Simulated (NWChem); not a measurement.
# Two attempts at GeH3O (SMILES [OH][GeH2])

Aim: the vertical excitations of GeH3O at UCC2/6-311G.

The results are computed with NWChem 7.3.0.

**1. The structure to begin with**

GeH3O: 5 atoms, total charge 0, spin state doublet. As SMILES, `[OH][GeH2]`. Geometry: relaxed at PBE0-D4/def2-TZVP. This is one conformer, not always the lowest.

Bond lengths: O1–Ge2 1.786 Å, O1–H3 0.960 Å, Ge2–H4 1.546 Å, Ge2–H5 1.557 Å. Angles: O1–Ge2–H4 103.8°, O1–Ge2–H5 108.9°, Ge2–O1–H3 112.6°, H4–Ge2–H5 111.8°.

**2. First attempt**

input.nw

```
start input
memory 2200 mb

geometry noautoz
 O        1.297400      -0.907600       1.046500
 Ge      -0.520100       0.416100       0.017700
 H        1.097400      -0.907600       1.046500
 H       -1.396800      -0.014400      -1.180300
 H        0.513900       1.508000      -0.385900
end

basis spherical
 * library 6-311G
end

scf
 nopen 1
 uhf
 maxiter 50
 print low
end

tce
 scf
 cc2
 freeze core 10
 maxiter 100
 nroots 1
end

task tce
```

On the command line:

```console
$ nwchem input.nw > input.out
```

Output:

```text
Northwest Computational Chemistry Package (NWChem) 7.3.0
             --------------------------------------------------------

           Job information
           ---------------

    nwchem branch   = 7.3.0
    use scalapack   = T
    input           = input.nw
    prefix          = input.
    data base       = ./input.db
    status          = startup
    nproc           =        1

           Memory information
           ------------------

    heap     =     72089596 doubles =      550.0 Mbytes
    stack    =     72089601 doubles =      550.0 Mbytes
    global   =    144179200 doubles =     1100.0 Mbytes (distinct from heap & stack)
    total    =    288358397 doubles =     2200.0 Mbytes
    verify   = yes
    hardfail = no

           Directory information
           ---------------------

  0 permanent = .
  0 scratch   = .

                                NWChem Input Module
                                -------------------

 Scaling coordinates for geometry "geometry" by  1.889725989
 (inverse scale =  0.529177249)

 C1  symmetry detected

                             Geometry "geometry" -> ""
                             -------------------------

 Output coordinates in angstroms (scale by  1.889725989 to convert to a.u.)

[... 17 lines left out ...]
            Nuclear Dipole moment (a.u.)
[... 37 lines left out ...]
  atoms                     3  and                     1  are similar
  atom                     3  coordinates -0.25110269579908445       -3.4648759423215916       0.13331392320402952
  atom                     1  coordinates  -3.6727791727529206E-002  -3.7411356729610912       -1.0096446741415008E-002
 minimum distance   0.37794519771600038
  ************ WARNING ******************
 at least two atoms are only    0.200 angstrom apart
 Please check your geometry input
  ************ WARNING ******************
 If you like danger & want to skip this check
 add the following input line
 set geom:dont_verify .true.
 ------------------------------------------------------------------------
 geom_input: geom_verify_coords failed                 911
 ------------------------------------------------------------------------
 ------------------------------------------------------------------------
  current input line :
    10: end
 ------------------------------------------------------------------------
 ------------------------------------------------------------------------
 There is an error related to the specified geometry
 ------------------------------------------------------------------------

0:geom_input: geom_verify_coords failed:Received an Error in Communication
  Errorcode: 911
```

It took 0.73 s on 1 thread of AMD EPYC 7R43 (Zen 3), shared host; peak memory 0.067 GiB.

**3. What went wrong**

The job stopped with an error part of the way.

The log says `There is an error related to the specified geometry`. The fault: two atoms lie on top of or far too near each other. As the program read them, the closest atoms are 0.20 Å apart, against 0.96 Å in the sound input.

**4. Second attempt**

input.xyz

```xyz
5

O      0.355500    -1.075800     0.460700
Ge    -0.520100     0.416100     0.017700
H      1.097400    -0.907600     1.046500
H     -1.396800    -0.014400    -1.180300
H      0.513900     1.508000    -0.385900
```

input.nw

```
start input
memory total 2200 mb
geometry units angstrom noautoz
 load input.xyz
end
basis spherical
 * library 6-311G
end
scf
 doublet
 uhf
 maxiter 60
end
tce
 scf
 cc2
 freeze core 10
 maxiter 100
 nroots 1
end
task tce
```

On the command line:

```console
$ nwchem input.nw > input.out
```

Output:

```text
[...]
  functions       =    61
[...]
  wavefunction    = UHF
[...]
         Total SCF energy =  -2151.881485768838
      One electron energy =  -3225.808259256436
      Two electron energy =    960.843001616023
 Nuclear repulsion energy =    113.083771871575
                       Sz =      0.5000
                 Sz(Sz+1) =      0.7500
                      S^2 =      0.7530
[...]
         Wavefunction type : Unrestricted Hartree-Fock
          No. of electrons :    43
[...]
         Spin multiplicity : doublet
[...]
```

It took 26 s on 1 thread of AMD EPYC 7R43 (Zen 3), shared host; peak memory 0.46 GiB.

**5. Outcome**

Level: UCC2/6-311G.

| quantity | value |
| --- | --- |
| ground-state or mean-field energy | -2152.22737 Eh |
| HOMO energy (Hartree–Fock orbitals) (highest over α and β) | -9.06 eV |
| LUMO energy (Hartree–Fock orbitals) (lowest over α and β) | 0.67 eV |
| correlation energy (10 core orbitals frozen) | -345.9 mEh |
| lowest excitation energy | 4.43 eV |

In words: Mulliken charges run from -0.95 on O1 to +0.87 on Ge2; they depend strongly on the basis.
